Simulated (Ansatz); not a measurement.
# GaH7N2Sn: one species, many methods

One table from this session's results is given with a row withheld; the runs are named, their logs left out.

The runs use Ansatz 0.2.0, Gaussian basis; functionals in def2-TZVPP, the program's frozen cores in correlated methods.

Levels to be run: LDA (SPW92), PBE-D4, revPBE-D4, BLYP-D4, r2SCAN-D4, B97M-V, PBE0-D4, B3LYP-D4, r2SCANh-D4, r2SCAN0-D4, HSE06-D4, BHLYP-D4, CAM-B3LYP-D4, LC-ωPBE, ωB97X-V, ωB97M-V, B2PLYP, PBE-QIDH; CCSD(T)/def2-SVP; CCSD(T)/def2-TZVPP; MP2/def2-QZVPP; extrapolation to the limit; RPA on PBE.

### The geometry

All runs share one geometry, relaxed beforehand with PBE0-D4 in a triple-zeta def2 set. Sn takes the def2 core potential; no spin-orbit term is included.

SMILES `[NH2][GaH][NH][SnH3]`, 11 atoms, charge 0, spin multiplicity 1.

Atoms are counted from 1 here; the program's logs count them from 0.

Bond lengths: N1–Ga2 1.815 Å, N1–H5 1.004 Å, N1–H6 1.005 Å, Ga2–N3 1.828 Å, Ga2–H7 1.555 Å, N3–Sn4 2.015 Å, N3–H8 1.010 Å, Sn4–H9 1.707 Å, Sn4–H10 1.712 Å, Sn4–H11 1.711 Å. Angles: Ga2–N1–H5 123.3°, Ga2–N1–H6 124.6°, H5–N1–H6 112.1°, N1–Ga2–N3 116.5°, N1–Ga2–H7 121.4°, N3–Ga2–H7 122.2°, Ga2–N3–Sn4 129.6°, Ga2–N3–H8 115.9°, Sn4–N3–H8 114.5°, N3–Sn4–H9 105.9°, N3–Sn4–H10 110.1°, N3–Sn4–H11 109.9°, H9–Sn4–H10 110.7°, H9–Sn4–H11 110.7°, H10–Sn4–H11 109.5°.

As a file:

```xyz
11
GaH7N2Sn
N    -1.29299    1.71876    0.00748
Ga   -0.01380    1.13776   -1.14191
N     0.82795   -0.42357   -0.70172
Sn    0.56078   -1.62096    0.89710
H    -1.82485    2.55840   -0.13775
H    -1.56772    1.23685    0.84569
H     0.34215    1.93573   -2.42868
H     1.54079   -0.73592   -1.34486
H    -0.70023   -0.91474    1.80479
H     2.00028   -1.69855    1.81971
H     0.12763   -3.19376    0.38014
```

Set-up of the first run:

Input file in.yaml:

```yaml
crystal:
  periodic: [false, false, false]
  atoms:
    - {symbol: N, position_ang: [-1.292986, 1.718764, 0.007480]}
    - {symbol: Ga, position_ang: [-0.013803, 1.137757, -1.141910]}
    - {symbol: N, position_ang: [0.827954, -0.423565, -0.701722]}
    - {symbol: Sn, position_ang: [0.560781, -1.620965, 0.897098]}
    - {symbol: H, position_ang: [-1.824852, 2.558398, -0.137748]}
    - {symbol: H, position_ang: [-1.567716, 1.236850, 0.845695]}
    - {symbol: H, position_ang: [0.342153, 1.935734, -2.428676]}
    - {symbol: H, position_ang: [1.540785, -0.735916, -1.344861]}
    - {symbol: H, position_ang: [-0.700230, -0.914738, 1.804793]}
    - {symbol: H, position_ang: [2.000280, -1.698548, 1.819706]}
    - {symbol: H, position_ang: [0.127633, -3.193760, 0.380136]}
basis:
  gaussian: {orbitals: def2-TZVPP}
hamiltonian: {xc: lda}
output: {orbitals: {seedname: orbitals}}
```

Run with:

```
> ansatz run in.yaml --threads 4 --pin off --events-out ev --progress --plain --max-ram 10444MiB
```

Steps of the session up to this table: LDA; PBE-D4 (GGA); revPBE-D4 (GGA); BLYP-D4 (GGA); r2SCAN-D4 (meta-GGA); B97M-V (meta-GGA); PBE0-D4 (hybrid); B3LYP-D4 (hybrid); r2SCANh-D4 (hybrid); r2SCAN0-D4 (hybrid); HSE06-D4 (hybrid); BHLYP-D4 (hybrid); CAM-B3LYP-D4 (range-separated); LC-ωPBE (range-separated); ωB97X-V (range-separated); ωB97M-V (range-separated); B2PLYP (double hybrid); PBE-QIDH (double hybrid).

One of the session's tables, all rows but one given; the rest of the session is left out.

It belongs to the step «Frontier levels by functional». 

```
  functional  HOMO (eV)  gap (eV)
 LDA (SPW92)      -5.57      4.30
      PBE-D4      -5.41      4.34
   revPBE-D4      -5.34      4.38
     BLYP-D4      -5.28      4.27
   r2SCAN-D4      -5.68      4.99
      B97M-V          ?         ?
     PBE0-D4      -6.74      6.47
    B3LYP-D4      -6.50      5.97
  r2SCANh-D4      -6.18      5.76
  r2SCAN0-D4      -6.94      6.91
    HSE06-D4      -6.34      5.71
    BHLYP-D4      -7.98      8.42
CAM-B3LYP-D4      -8.12      8.70
     LC-ωPBE      -9.52     11.24
     ωB97X-V      -9.15     10.69
     ωB97M-V      -9.05     10.24
```

Q: Estimate the row for B97M-V from the others.

The run gave: HOMO (eV): -5.77; gap (eV): 4.79. In the column «HOMO (eV)» it lies between r2SCANh-D4 (-6.18) and r2SCAN-D4 (-5.68).
